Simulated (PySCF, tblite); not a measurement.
# C₂H₉B₂FGe: geometry, infrared bands and NMR shifts

Wanted: the infrared bands and NMR shifts of C₂H₉B₂FGe (`CB(C)[B](F)[GeH3]`), by calculation.

Computed with tblite 0.8.0 and PySCF 2.14.0, with density-fitted response routines of our own, on a single molecule in the gas phase. Atoms count from 0, in the outputs and in this text.

### 1 Starting geometry

15 atoms, charge 0, multiplicity 1; geometry from: force field or distance geometry start.

Bonds of the start (Å): C0–B1 1.59, B1–C2 1.59, B1–B3 1.67, B3–F4 1.47, B3–Ge5 2.01, C0–H6 1.11, C0–H7 1.11, C0–H8 1.12, C2–H9 1.11, C2–H10 1.10, C2–H11 1.11, Ge5–H12 1.53, Ge5–H13 1.56, Ge5–H14 1.55.

### 2 Geometry optimisation with GFN2-xTB

Job settings and geometry (Å):

```
{"job": {"kind": "relax", "xc": "GFN2-xTB", "basis": "xTB"}, "charge": 0, "multiplicity": 1}
C     -1.861000    -0.619100    -0.728500
B     -0.590000     0.204000    -0.255500
C     -0.867600     1.621900     0.396900
B      0.596500    -0.727900     0.457300
F      0.240800    -2.051700     0.986000
Ge     2.542900    -0.454100     0.020900
H     -2.656300     0.029300    -1.141500
H     -1.525700    -1.410600    -1.427800
H     -2.224700    -1.142100     0.191300
H     -1.597900     1.502300     1.217900
H      0.090300     1.996600     0.781800
H     -1.247500     2.356400    -0.348300
H      2.880300    -1.337400    -1.179600
H      2.872000     1.049800    -0.221300
H      3.343500    -1.009300     1.228600
```

Command:

```console
$ OMP_NUM_THREADS=1 python probes_run.py task.json out
```

This one command runs all jobs of the session in turn.

Output:

```text
step      E/eV     max force
  0    -488.57208    3.023
  1    -488.91828    1.976
  2    -489.10796    4.002
  3    -489.25814    0.645
  4    -489.30713    0.454
  5    -489.35276    0.509
  6    -489.37416    0.549
  7    -489.41813    0.446
  8    -489.44548    0.434
  9    -489.46668    0.319
 10    -489.48133    0.340
 11    -489.49674    0.405
 12    -489.50916    0.333
 13    -489.51912    0.232
 14    -489.52693    0.237
 15    -489.53334    0.231
 16    -489.53876    0.215
 17    -489.54359    0.172
 18    -489.54797    0.153
 19    -489.55197    0.146
 20    -489.55525    0.132
 21    -489.55769    0.147
 22    -489.55976    0.145
 23    -489.56216    0.135
 24    -489.56532    0.168
 25    -489.56896    0.164
 26    -489.57213    0.124
 27    -489.57435    0.118
 28    -489.57607    0.105
 29    -489.57766    0.120
 30    -489.57895    0.085
 31    -489.57998    0.074
 32    -489.58105    0.100
 33    -489.58255    0.133
 34    -489.58477    0.175
 35    -489.58745    0.152
 36    -489.58992    0.120
 37    -489.59219    0.124
 38    -489.59490    0.171
 39    -489.59853    0.217
 40    -489.60259    0.215
 41    -489.60655    0.153
 42    -489.61021    0.137
 43    -489.61337    0.143
 44    -489.61596    0.117
 45    -489.61689    0.253
 46    -489.61709    0.139
 47    -489.61833    0.061
 48    -489.61867    0.059
 49    -489.61969    0.059
 50    -489.62014    0.049
 51    -489.62084    0.068
 52    -489.62143    0.092
 53    -489.62233    0.101
 54    -489.62342    0.078
 55    -489.62450    0.078
 56    -489.62524    0.070
 57    -489.62590    0.080
 58    -489.62675    0.093
 59    -489.62784    0.097
 60    -489.62893    0.077
 61    -489.62972    0.058
 62    -489.63018    0.051
 63    -489.63058    0.050
 64    -489.63108    0.059
 65    -489.63158    0.051
 66    -489.63199    0.048
 67    -489.63239    0.056
 68    -489.63302    0.074
 69    -489.63421    0.123
 70    -489.63635    0.145
 71    -489.63891    0.104
 72    -489.64038    0.124
 73    -489.64110    0.076
 74    -489.64209    0.061
 75    -489.64296    0.065
 76    -489.64367    0.055
 77    -489.64428    0.045
 78    -489.64471    0.050
 79    -489.64500    0.040
 80    -489.64525    0.024
 81    -489.64536    0.021
 82    -489.64544    0.019
 83    -489.64552    0.021
 84    -489.64561    0.024
 85    -489.64571    0.025
 86    -489.64582    0.031
 87    -489.64598    0.034
 88    -489.64619    0.038
 89    -489.64640    0.045
 90    -489.64659    0.040
 91    -489.64676    0.032
 92    -489.64696    0.035
 93    -489.64720    0.039
 94    -489.64741    0.031
 95    -489.64756    0.028
 96    -489.64769    0.032
 97    -489.64788    0.035
 98    -489.64813    0.042
 99    -489.64840    0.043
100    -489.64859    0.035
101    -489.64872    0.029
102    -489.64883    0.027
103    -489.64900    0.039
104    -489.64924    0.048
105    -489.64954    0.048
106    -489.64988    0.044
107    -489.65025    0.044
108    -489.65055    0.026
109    -489.65067    0.017
110    -489.65071    0.012
111    -489.65074    0.011
112    -489.65076    0.012
113    -489.65079    0.012
114    -489.65081    0.009
```

Run time: 0.98 s. Hardware: 1 thread of Arm Neoverse N1, shared host.

Relaxation path: (not every step is listed)

```
step  energy from step 0 (eV)  largest force (eV/Å)
   0                   0.0000                3.0234
   1                  -0.3462                1.9761
   2                  -0.5359                4.0024
   3                  -0.6861                0.6453
   4                  -0.7350                0.4545
   5                  -0.7807                0.5091
   6                  -0.8021                0.5485
   7                  -0.8460                0.4459
   8                  -0.8734                0.4342
  18                  -0.9759                0.1526
  28                  -1.0040                0.1053
  38                  -1.0228                0.1713
  48                  -1.0466                0.0591
  58                  -1.0547                0.0927
  68                  -1.0609                0.0741
  78                  -1.0726                0.0503
  88                  -1.0741                0.0377
  98                  -1.0760                0.0422
 108                  -1.0785                0.0263
 109                  -1.0786                0.0175
 110                  -1.0786                0.0122
 111                  -1.0787                0.0114
 112                  -1.0787                0.0117
 113                  -1.0787                0.0124
 114                  -1.0787                0.0092
```

Close pairs (by a distance rule), those that changed most:

| bond | before (Å) | after (Å) | change (Å) |
| --- | --- | --- | --- |
| B3–F4 | 1.469 | 1.325 | -0.144 |
| Ge5–H13 | 1.558 | 1.500 | -0.059 |
| Ge5–H14 | 1.552 | 1.500 | -0.051 |
| B3–Ge5 | 2.013 | 2.054 | +0.041 |
| B1–B3 | 1.669 | 1.638 | -0.030 |
| C0–H8 | 1.119 | 1.090 | -0.029 |
| Ge5–H12 | 1.528 | 1.501 | -0.027 |
| C2–H11 | 1.113 | 1.088 | -0.025 |

The next job starts from the end point, and lists it.

### 3 Infrared spectrum with GFN2-xTB

Job settings and geometry (Å):

```
{"job": {"kind": "ir", "xc": "GFN2-xTB", "basis": "xTB"}, "charge": 0, "multiplicity": 1}
C     -1.628702    -0.577179    -0.894639
B     -0.722008     0.082212     0.225931
C     -1.002331     1.597738     0.592378
B      0.550818    -0.719759     0.874612
F      0.586392    -1.428708     1.993915
Ge     2.354598    -0.650104    -0.106281
H     -2.291980     0.119702    -1.401406
H     -1.018477    -1.070093    -1.651663
H     -2.248057    -1.362748    -0.461296
H     -1.834212     1.621254     1.298279
H     -0.168132     2.104334     1.074678
H     -1.313172     2.193190    -0.263588
H      2.380055    -1.398161    -1.407864
H      2.820687     0.710935    -0.530605
H      3.530107    -1.214624     0.635637
```

Output:

```text
mode    cm-1     km/mol
  1     -40.1      2.64
  2      41.9      0.26
  3      48.3      0.82
  4      54.9      0.19
  5      70.0      1.37
  6      91.7      1.33
  7     208.3      2.88
  8     273.3      2.13
  9     307.2     37.22
 10     344.9      1.13
 11     426.8     43.37
 12     465.0      0.29
 13     517.9      0.10
 14     689.8     28.52
 15     717.5     26.00
 16     818.9    462.71
 17     846.7     16.12
 18     857.1    176.20
 19     876.6      0.86
 20     889.5    113.03
 21     902.8    100.82
 22    1075.0     82.92
 23    1095.0    121.85
 24    1243.4    135.41
 25    1371.3     30.76
 26    1381.8      9.20
 27    1474.7      4.67
 28    1483.9      3.07
 29    1488.5      3.24
 30    1498.4      2.78
 31    1955.8    246.70
 32    2035.1    518.84
 33    2044.1    534.26
 34    2989.5      5.36
 35    2994.2     41.02
 36    3008.7     15.56
 37    3017.1     33.81
 38    3023.9     14.03
 39    3032.0     47.73
```

Run time: 0.64 s. Hardware: 1 thread of Arm Neoverse N1, shared host.

The strongest bands and the atoms that carry them (share of the mass-weighted mode):

```csv
cm⁻¹,km/mol,atoms
819,462.7,"H14 31 %, H13 30 %, H12 30 %"
857,176.2,"B1 25 %, H7 16 %, H9 12 %"
890,113.0,"H14 50 %, H13 28 %, H12 21 %"
1095,121.8,"B1 45 %, C0 12 %"
1243,135.4,"B3 62 %, F4 22 %, B1 11 %"
1956,246.7,"H12 36 %, H14 35 %, H13 27 %"
2035,518.8,"H12 62 %, H14 24 %, H13 13 %"
2044,534.3,"H13 59 %, H14 39 %"
```

### 4 NMR shieldings: PBE0/pcSseg-1

Settings changed since step 3:

```diff
@@ -1,2 +1,2 @@
-{"job": {"kind": "ir", "xc": "GFN2-xTB", "basis": "xTB"}, "charge": 0, "multiplicity": 1}
+{"job": {"kind": "nmr", "xc": "PBE0", "basis": "pcSseg-1"}, "charge": 0, "multiplicity": 1}
 C     -1.628702    -0.577179    -0.894639
```

With the program's defaults for keys left out, this is: GIAO PBE0/pcSseg-1 NMR shielding, non-relativistic, gas phase.

Output:

```text
coarse grid: 55688 points
cycle   1  E = -2307.3254194505  dE = -3.184e-01  |g| = 9.780e-01  |ddm| = 3.493e+00
cycle   2  E = -2307.2687955634  dE =  5.662e-02  |g| = 1.095e+00  |ddm| = 1.250e+00
cycle   3  E = -2307.4183180029  dE = -1.495e-01  |g| = 1.643e-01  |ddm| = 8.471e-01
cycle   4  E = -2307.4220225087  dE = -3.705e-03  |g| = 5.878e-02  |ddm| = 1.533e-01
cycle   5  E = -2307.4225182510  dE = -4.957e-04  |g| = 5.420e-03  |ddm| = 5.344e-02
cycle   6  E = -2307.4225255962  dE = -7.345e-06  |g| = 1.252e-03  |ddm| = 1.008e-02
final grid: 117824 points
cycle   7  E = -2307.4225791767  dE = -1.692e-07  |g| = 1.222e-03  |ddm| = 4.434e-03
cycle   8  E = -2307.4225792007  dE = -2.395e-08  |g| = 1.339e-03  |ddm| = 3.319e-03
cycle   9  E = -2307.4225795651  dE = -3.644e-07  |g| = 1.578e-04  |ddm| = 1.539e-03
cycle  10  E = -2307.4225795686  dE = -3.495e-09  |g| = 2.664e-05  |ddm| = 1.561e-04
cycle  11  E = -2307.4225795687  dE = -1.246e-10  |g| = 5.792e-06  |ddm| = 2.938e-05
converged SCF energy = -2307.4225795687

GIAO shielding tensors (ppm)
atom      isotropic    diamagn.    paramagn.     s11        s22        s33       span
  0 C      170.764     252.422     -81.658    146.915    181.224    184.155     37.240
  1 B        7.526     195.533    -188.007    -54.321    -50.846    127.746    182.067
  2 C      170.841     251.964     -81.123    144.840    178.845    188.837     43.997
  3 B        7.698     184.971    -177.273   -112.194     49.877     85.412    197.606
  4 F      100.735     464.503    -363.768   -210.303    -26.703    539.211    749.514
  5 Ge    1729.297    2758.663   -1029.366   1670.868   1740.087   1776.936    106.068
  6 H       30.553      31.003      -0.450     27.466     29.461     34.732      7.266
  7 H       30.166      31.289      -1.123     26.679     29.118     34.701      8.022
  8 H       30.932      29.867       1.065     26.777     29.053     36.965     10.188
  9 H       31.069      29.387       1.682     27.110     28.941     37.157     10.047
 10 H       30.092      31.215      -1.123     26.790     29.248     34.238      7.449
 11 H       30.540      30.905      -0.365     27.344     29.129     35.146      7.802
 12 H       28.655      30.080      -1.425     22.271     23.887     39.807     17.536
 13 H       28.607      30.225      -1.618     22.293     24.030     39.498     17.205
 14 H       28.836      29.813      -0.977     22.553     23.203     40.751     18.199
```

Run time: 41 s. Hardware: 1 thread of Arm Neoverse N1, shared host; peak memory 0.73 GiB.

Shifts follow as δ = σ(reference) − σ, with reference shieldings (ppm) from runs at the same level and on the same kind of geometry: ¹H TMS 31.72, ¹³C TMS 186.9, ¹⁹F CFCl3 170.9, ¹¹B BF3·OEt2 100.1, ⁷³Ge GeMe4 1331. The references are single molecules in the gas phase, so shifts against H2O, NH3, PH3, H3PO4 or CFCl3 are not on the usual liquid scales and can be off by tens of ppm. Atoms listed in one row are averaged.

```csv
atoms,environment,σ (ppm),δ (ppm)
"C0, C2",methyl carbon bonded to B,170.8,16.1
"H12, H13, H14",hydrogen on a germanium bonded to B,28.70,3.02
"H6, H7, H8, H9, H10, H11",hydrogen on a methyl carbon bonded to B,30.56,1.16
B1,"boron bonded to 2 C, B",7.5,92.5
B3,"boron bonded to B, F, Ge",7.7,92.4
F4,fluorine bonded to B,100.7,70.2
Ge5,"germanium bonded to B, 3 H",1729,-398
```

The run also stored atomic charges by several schemes (e):

```
 atoms  Mulliken    IAO  Hirshfeld  ESP fit
C0, C2     -0.50  -0.56      -0.19    -0.62
    B1      0.14   0.18       0.13     0.46
    B3      0.49   0.22       0.13     0.27
    F4     -0.27  -0.28      -0.12    -0.25
   Ge5     -0.13   0.27       0.19     0.16
```

Mayer bond orders: C0–B1 1.04, B1–C2 1.06, B1–B3 0.93, B3–F4 1.14, B3–Ge5 0.88.

### 5 What came out

```
                                                               quantity                  value
                              strongest single infrared mode (GFN2-xTB)  2044 cm⁻¹, 534 km/mol
                                           zero-point energy (GFN2-xTB)          65.3 kcal/mol
¹³C shifts against TMS (PBE0/pcSseg-1, means over atoms taken as alike)               16.1 ppm
 ¹H shifts against TMS (PBE0/pcSseg-1, means over atoms taken as alike)         3.02, 1.16 ppm
                            ¹¹B shifts against BF3·OEt2 (PBE0/pcSseg-1)         92.5, 92.4 ppm
                               ¹⁹F shifts against CFCl3 (PBE0/pcSseg-1)               70.2 ppm
                              ⁷³Ge shifts against GeMe4 (PBE0/pcSseg-1)               -398 ppm
```

**Reading.** Relaxing lowered the energy by 1.079 eV in 114 steps; the close pair that moved most is B3–F4, from 1.469 to 1.325 Å. The lowest mode is imaginary (40i cm⁻¹), so the xTB geometry is not a minimum. The strongest single mode, at 2044 cm⁻¹, moves mainly H13 and H14. Unscaled tight-binding wavenumbers are off by several per cent, some by more. Its intensities can rank the bands wrongly. At PBE0/pcSseg-1: Shielding is most anisotropic at F4 (span 750 ppm, paramagnetic term -364 ppm). Spin-orbit coupling is left out, which matters for shieldings and couplings at and beside the heavy atoms.
